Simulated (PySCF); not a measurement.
# C₇H₁₁BFN: excited states, first hyperpolarisability

Wanted: excited states, first hyperpolarisability for C₇H₁₁BFN (`CB(C)c1ccc(F)n1C`).

Programs: PySCF 2.14.0, with routines of our own; each step states its level. All values are computed. Atoms count from 0.

## 1. The system as given

21 atoms, charge 0, multiplicity 1; geometry from: GFN2-xTB.

## 2. Geometry optimisation at PBE0-D3(BJ)/def2-SVP

What the job is given:

```
{"job": {"xc": "PBE0", "basis": "def2-SVP", "d3": "d3bj", "grid": 2, "kind": "geom"}, "charge": 0, "multiplicity": 1}
C     -2.052820     1.196335    -1.154194
B     -1.205589     0.111974    -0.365914
C     -1.930353    -1.206024     0.136512
C      0.279063     0.417771    -0.135787
C      0.944072     1.576688    -0.533142
C      2.284402     1.504847    -0.147182
C      2.404337     0.291599     0.480185
F      3.491060    -0.264574     1.035603
N      1.231437    -0.366528     0.498998
C      1.054708    -1.666367     1.085474
H     -3.094186     0.916054    -1.292277
H     -2.042588     2.154761    -0.637789
H     -1.634387     1.383072    -2.141766
H     -1.863952    -1.320425     1.217402
H     -1.489027    -2.103272    -0.294703
H     -2.987356    -1.220429    -0.118279
H      0.493493     2.397607    -1.053690
H      3.061352     2.225974    -0.298149
H      0.720457    -2.383034     0.334635
H      2.007323    -2.001674     1.493737
H      0.319633    -1.627412     1.889855
```

Launch:

```bash
$ OMP_NUM_THREADS=1 python excited_run.py task.json out
```

One launch serves the whole session: the jobs run in the order shown.

Output:

```text
step   0  E = -451.98861148  max force = 0.017574
step   1  E = -451.99075331  max force = 0.004381
step   2  E = -451.99079107  max force = 0.000882
step   3  E = -451.99079148  max force = 0.001000
step   4  E = -451.99079789  max force = 0.000422
optimisation converged
```

Wall time 1.7 min (1 thread of Arm Neoverse V1, shared host); peak memory 0.89 GiB.

Step by step:

| step | energy from step 0 (eV) | largest force component (eV/Å) |
| --- | --- | --- |
| 0 | 0.0000 | 0.9037 |
| 1 | -0.0583 | 0.2253 |
| 2 | -0.0593 | 0.0454 |
| 3 | -0.0593 | 0.0514 |
| 4 | -0.0595 | 0.0217 |

Close pairs (by a distance rule), those that changed most:

| bond | before (Å) | after (Å) | change (Å) |
| --- | --- | --- | --- |
| C6–F7 | 1.341 | 1.319 | -0.022 |
| C4–H16 | 1.071 | 1.088 | +0.017 |
| C5–H17 | 1.071 | 1.086 | +0.016 |
| C3–N8 | 1.387 | 1.402 | +0.015 |
| C0–H12 | 1.089 | 1.103 | +0.015 |
| C0–H11 | 1.089 | 1.103 | +0.015 |
| C2–H14 | 1.089 | 1.103 | +0.015 |
| C2–H13 | 1.089 | 1.103 | +0.014 |

The next job starts from the end point, and lists it.

| at the end point | value |
| --- | --- |
| point group (found at 0.08 Å tolerance) | Cs |
| rotational constants (GHz, main isotopes) | 2.375, 0.947, 0.686 |
| dipole moment (D) | 1.32 |

## 3. Excited states: TDA wB97X-D/aug-cc-pVDZ

What the job is given:

```
{"job": {"kind": "states", "xc": "wB97X-D", "basis": "aug-cc-pVDZ", "tda": true, "soc": true, "nstates": 6, "ntriplets": 5, "nquad": 4}, "charge": 0, "multiplicity": 1}
C     -2.303059     0.681359    -0.946323
B     -1.463680    -0.410913    -0.160932
C     -2.173643    -1.741361     0.327091
C      0.023267    -0.103324     0.084213
C      0.706390     1.052680    -0.311792
C      2.052582     0.980682     0.090207
C      2.157143    -0.237461     0.731031
F      3.214829    -0.791728     1.292105
N      0.978773    -0.892121     0.741065
C      0.797330    -2.190892     1.339889
H     -3.356596     0.401316    -1.090540
H     -2.281728     1.649887    -0.418136
H     -1.866731     0.874312    -1.941246
H     -2.093895    -1.867710     1.420243
H     -1.700308    -2.636721    -0.111024
H     -3.241633    -1.771308     0.066801
H      0.247360     1.878151    -0.852243
H      2.854607     1.699116    -0.054860
H      0.460247    -2.924174     0.594861
H      1.757174    -2.524067     1.751807
H      0.060350    -2.150596     2.153601
```

Method: TDA wB97X-D/aug-cc-pVDZ excited states, vertical, gas phase, spin-orbit mean-field couplings.

Output:

```text
coarse grid: 17656 points
cycle   1  E = -452.6151295825  dE =  1.921e+00  |g| = 6.039e-01  |ddm| = 2.102e+01
cycle   2  E = -452.6258104163  dE = -1.068e-02  |g| = 6.206e-01  |ddm| = 4.086e+00
cycle   3  E = -452.7027103426  dE = -7.690e-02  |g| = 7.279e-02  |ddm| = 1.646e+00
cycle   4  E = -452.7037902436  dE = -1.080e-03  |g| = 3.620e-02  |ddm| = 3.013e-01
cycle   5  E = -452.7040905797  dE = -3.003e-04  |g| = 8.684e-03  |ddm| = 1.336e-01
cycle   6  E = -452.7041074601  dE = -1.688e-05  |g| = 2.872e-03  |ddm| = 3.589e-02
cycle   7  E = -452.7041102932  dE = -2.833e-06  |g| = 9.256e-04  |ddm| = 1.027e-02
final grid: 171352 points
cycle   8  E = -452.7174993704  dE = -2.374e-04  |g| = 8.220e-03  |ddm| = 9.087e-01
cycle   9  E = -452.7175030855  dE = -3.715e-06  |g| = 8.707e-03  |ddm| = 9.946e-02
cycle  10  E = -452.7175165601  dE = -1.347e-05  |g| = 1.052e-03  |ddm| = 1.762e-02
cycle  11  E = -452.7175168199  dE = -2.598e-07  |g| = 5.876e-04  |ddm| = 7.380e-03
cycle  12  E = -452.7175169137  dE = -9.380e-08  |g| = 1.477e-04  |ddm| = 2.949e-03
cycle  13  E = -452.7175169208  dE = -7.094e-09  |g| = 5.829e-05  |ddm| = 6.282e-04
cycle  14  E = -452.7175169227  dE = -1.883e-09  |g| = 1.750e-05  |ddm| = 3.247e-04
cycle  15  E = -452.7175169229  dE = -1.965e-10  |g| = 6.400e-06  |ddm| = 9.997e-05
converged SCF energy = -452.7175169229

Singlet excitations
state   eV       nm        f     d(h-e)  d(exc)  Lambda  PR(NTO)  |dmu|/D   mu/D   main configurations
  1   5.1035   242.9   0.42382   1.227   3.081   0.659   1.124    3.318    3.472   H->L 0.92
  2   5.6430   219.7   0.00013   0.755   4.291   0.160   1.017    2.958    2.083   H->L+1 0.61, H->L+8 0.21
  3   5.8499   211.9   0.06060   1.301   3.139   0.511   1.169    3.775    3.885   H-1->L 0.90
  4   6.2614   198.0   0.00015   1.244   4.976   0.135   1.092    5.918    7.128   H->L+2 0.76
  5   6.3063   196.6   0.00012   1.093   2.999   0.431   1.108                     H-2->L 0.89
  6   6.3885   194.1   0.02697   0.350   4.988   0.135   1.388                     H->L+3 0.53, H-1->L+1 0.08

Triplet excitations (Tamm-Dancoff)
state   eV     d(h-e)  d(exc)  Lambda  PR(NTO)   main configurations
  1   3.4455   0.676   2.755   0.654   1.019   H->L 0.89
  2   4.6628   1.127   2.883   0.507   1.015   H-1->L 0.88
  3   5.6138   0.760   4.155   0.184   1.026   H->L+1 0.54, H->L+8 0.19, H->L+3 0.09
  4   5.6231   0.271   2.832   0.453   1.055   H->L+17 0.43, H->L+14 0.18, H->L+29 0.08
  5   5.8708   0.976   2.760   0.439   1.011   H-2->L 0.90
S1 - T1 = 1.6579 eV

Spin-orbit couplings |<S|Hso|T>| (cm-1)
             T1       T2       T3       T4       T5
S0        0.031    0.079    3.759    0.982    2.387
S1        0.009    0.034    0.508    0.131    1.974
S2        0.492    0.133    0.108    0.194    0.103
S3        0.028    0.012    0.331    0.087    1.985
S4        0.678    0.551    0.643    1.106    0.004
S5        1.095    2.117    0.212    0.717    0.222
S6        0.716    0.413    0.990    2.030    0.080
T1 sublevels (cm-1): 0.000 0.000 0.000   radiative rates (1/s): 0.0205 0.0519 0.000759
```

Wall time 2.1 min (1 thread of Arm Neoverse V1, shared host); peak memory 1.4 GiB.

In short:

| quantity | value |
| --- | --- |
| S1 less T1 | 1.66 eV |

## 4. Excited states: TDDFT CAM-B3LYP/aug-cc-pVDZ

The job, as its differences from that of step 3:

```diff
@@ -1,2 +1,2 @@
-{"job": {"kind": "states", "xc": "wB97X-D", "basis": "aug-cc-pVDZ", "tda": true, "soc": true, "nstates": 6, "ntriplets": 5, "nquad": 4}, "charge": 0, "multiplicity": 1}
+{"job": {"kind": "states", "xc": "CAM-B3LYP", "basis": "aug-cc-pVDZ", "tpa": true, "nstates": 8, "nquad": 6, "ntriplets": 0}, "charge": 0, "multiplicity": 1}
 C     -2.303059     0.681359    -0.946323
```

With the program's defaults for keys left out, this is: TDDFT CAM-B3LYP/aug-cc-pVDZ excited states, vertical, gas phase, two-photon moments by quadratic response.

Output:

```text
coarse grid: 17656 points
cycle   1  E = -452.5132511938  dE =  1.829e+00  |g| = 6.311e-01  |ddm| = 2.573e+01
cycle   2  E = -452.4995298751  dE =  1.372e-02  |g| = 7.217e-01  |ddm| = 4.269e+00
cycle   3  E = -452.6082393579  dE = -1.087e-01  |g| = 8.452e-02  |ddm| = 1.982e+00
cycle   4  E = -452.6096454294  dE = -1.406e-03  |g| = 4.171e-02  |ddm| = 3.403e-01
cycle   5  E = -452.6100390442  dE = -3.936e-04  |g| = 9.299e-03  |ddm| = 1.363e-01
cycle   6  E = -452.6100561843  dE = -1.714e-05  |g| = 3.464e-03  |ddm| = 4.007e-02
cycle   7  E = -452.6100592376  dE = -3.053e-06  |g| = 8.939e-04  |ddm| = 1.154e-02
final grid: 171352 points
cycle   8  E = -452.6360995854  dE = -4.562e-05  |g| = 5.129e-03  |ddm| = 5.619e-01
cycle   9  E = -452.6361010268  dE = -1.441e-06  |g| = 4.885e-03  |ddm| = 7.049e-02
cycle  10  E = -452.6361063877  dE = -5.361e-06  |g| = 7.075e-04  |ddm| = 1.580e-02
cycle  11  E = -452.6361064762  dE = -8.850e-08  |g| = 2.301e-04  |ddm| = 2.892e-03
cycle  12  E = -452.6361064893  dE = -1.313e-08  |g| = 4.144e-05  |ddm| = 1.792e-03
cycle  13  E = -452.6361064900  dE = -7.069e-10  |g| = 2.082e-05  |ddm| = 2.457e-04
converged SCF energy = -452.6361064900

Singlet excitations
state   eV       nm        f     d(h-e)  d(exc)  Lambda  PR(NTO)  |dmu|/D   mu/D   delta(TPA)   sigma/GM   main configurations
  1   4.8504   255.6   0.32321   1.172   3.066   0.654   1.160    3.270    3.407      449.31      3.873   H->L 0.96
  2   5.4033   229.5   0.00001   1.069   4.361   0.181   1.013    4.060    3.020       57.05      0.610   H->L+1 0.74, H->L+7 0.12, H->L+3 0.09
  3   5.6634   218.9   0.04942   1.305   3.142   0.506   1.179    3.893    3.968       59.51      0.699   H-1->L 0.94
  4   5.9968   206.8   0.00031   1.217   4.980   0.144   1.016    5.499    6.710        0.29      0.004   H->L+2 0.79, H->L+3 0.09
  5   6.1133   202.8   0.01401   0.239   5.138   0.156   1.164    1.369    1.633       27.33      0.374   H->L+3 0.64
  6   6.2538   198.3   0.00006   1.075   2.880   0.446   1.024    3.853    4.238        0.42      0.006   H-2->L 0.93
  7   6.2879   197.2   0.00114   1.430   4.956   0.167   1.010                                            H->L+4 0.89
  8   6.3711   194.6   0.02070   1.163   4.458   0.177   1.161                                            H-1->L+1 0.67, H-1->L+7 0.10, H-1->L+3 0.10
```

Run time: 2.8 min. Hardware: 1 thread of Arm Neoverse V1, shared host; peak memory 1.5 GiB.

## 5. First hyperpolarisability: quadratic response CAM-B3LYP/aug-cc-pVDZ

The job, as its differences from that of step 4:

```diff
@@ -1,2 +1,2 @@
-{"job": {"kind": "states", "xc": "CAM-B3LYP", "basis": "aug-cc-pVDZ", "tpa": true, "nstates": 8, "nquad": 6, "ntriplets": 0}, "charge": 0, "multiplicity": 1}
+{"job": {"kind": "beta", "xc": "CAM-B3LYP", "basis": "aug-cc-pVDZ"}, "charge": 0, "multiplicity": 1}
 C     -2.303059     0.681359    -0.946323
```

With the program's defaults for keys left out, this is: quadratic response CAM-B3LYP/aug-cc-pVDZ first hyperpolarisability, Taylor convention, gas phase.

Output:

```text
coarse grid: 17656 points
cycle   1  E = -452.5132511938  dE =  1.829e+00  |g| = 6.311e-01  |ddm| = 2.573e+01
cycle   2  E = -452.4995298751  dE =  1.372e-02  |g| = 7.217e-01  |ddm| = 4.269e+00
cycle   3  E = -452.6082393579  dE = -1.087e-01  |g| = 8.452e-02  |ddm| = 1.982e+00
cycle   4  E = -452.6096454294  dE = -1.406e-03  |g| = 4.171e-02  |ddm| = 3.403e-01
cycle   5  E = -452.6100390442  dE = -3.936e-04  |g| = 9.299e-03  |ddm| = 1.363e-01
cycle   6  E = -452.6100561843  dE = -1.714e-05  |g| = 3.464e-03  |ddm| = 4.007e-02
cycle   7  E = -452.6100592376  dE = -3.053e-06  |g| = 8.939e-04  |ddm| = 1.154e-02
final grid: 171352 points
cycle   8  E = -452.6360995854  dE = -4.562e-05  |g| = 5.129e-03  |ddm| = 5.619e-01
cycle   9  E = -452.6361010268  dE = -1.441e-06  |g| = 4.885e-03  |ddm| = 7.049e-02
cycle  10  E = -452.6361063877  dE = -5.361e-06  |g| = 7.075e-04  |ddm| = 1.580e-02
cycle  11  E = -452.6361064762  dE = -8.850e-08  |g| = 2.301e-04  |ddm| = 2.892e-03
cycle  12  E = -452.6361064893  dE = -1.313e-08  |g| = 4.144e-05  |ddm| = 1.792e-03
cycle  13  E = -452.6361064900  dE = -7.069e-10  |g| = 2.082e-05  |ddm| = 2.457e-04
converged SCF energy = -452.6361064900

Lowest singlets (eV, f): 4.8504 0.3232  5.4033 0.0000  5.6634 0.0494

First hyperpolarisability (au)
process     nm      |vector|   parallel      HRS      DR
static         -      740.00      14.18     307.35   4.948
shg       1907.0      806.45      11.55     335.07   4.963
eope      1907.0      761.04      13.38          -       -
shg       1064.0      998.50       2.57     415.12   5.006
eope      1064.0      811.53      11.34          -       -
```

It took 2 min on 1 thread of Arm Neoverse V1, shared host; peak memory 1.5 GiB.

## 6. Summary of results

```
                                                   quantity                                                value
                                                point group                                                   Cs
                       rotational constants (main isotopes)                                 2.38, 0.95, 0.69 GHz
               S1 less T1 (step 3, TDA wB97X-D/aug-cc-pVDZ)                                              1.66 eV
β vector (step 5, quadratic response CAM-B3LYP/aug-cc-pVDZ)  static 740, SHG 1907.0 nm 806, SHG 1064.0 nm 998 au
```

**Reading.** Over 4 steps the energy fell by 0.059 eV; of the close pairs, C6–F7 changed most, 1.341 to 1.319 Å. No frequency check was run at this level, so the end point may be a saddle. In step 3, the number of triplets below S1 is 2, and the largest singlet-triplet spin-orbit coupling is S0–T3, 3.76 cm⁻¹. β grows from 740 au (static) to 998 au for doubling at 1064.0 nm: normal dispersion, which grows as twice the photon energy moves toward the bright states.
